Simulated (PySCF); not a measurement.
# B2F2H5N: the cost of one run

Computed with PySCF 2.14.0, with density-fitted response routines of our own, on a single molecule in the gas phase. Atoms count from 0, in the outputs and in this text.

## 1. The starting structure

10 atoms, charge 0, multiplicity 1; geometry from: GFN2-xTB. The atoms were then displaced at random by about 0.01 Å, so the start is not that level's minimum.

Bonds of the start (Å): N0–B1 1.63, B1–B2 1.67, B2–F3 1.35, B2–F4 1.35, N0–H5 1.00, N0–H6 1.02, N0–H7 1.05, B1–H8 1.17, B1–H9 1.19.

## 2. Optimising the geometry at PBE0-D3(BJ)/def2-SVP

Job settings and geometry (Å):

```
{"job": {"xc": "PBE0", "basis": "def2-SVP", "d3": "d3bj", "grid": 1, "shake": 0.01, "kind": "geom"}, "charge": 0, "multiplicity": 1}
N     -1.206170     0.047210     0.184860
B      0.152060    -0.450610    -0.573210
B      1.415120     0.282130     0.232980
F      1.252780     1.112420     1.289790
F      2.738470     0.178760     0.002590
H     -1.190600    -0.201640     1.152290
H     -2.032160    -0.333420    -0.266200
H     -1.247420     1.090180     0.122790
H      0.038330    -0.108810    -1.690180
H      0.130040    -1.637140    -0.476770
```

Launch:

```bash
> OMP_NUM_THREADS=1 python probes_run.py task.json out
```

This one command runs all jobs of the session in turn.

Q: Estimate the wall time and peak memory of this first job on 1 thread of Arm Neoverse V1, shared host.

About 23 s, with a peak of 0.38 GiB.
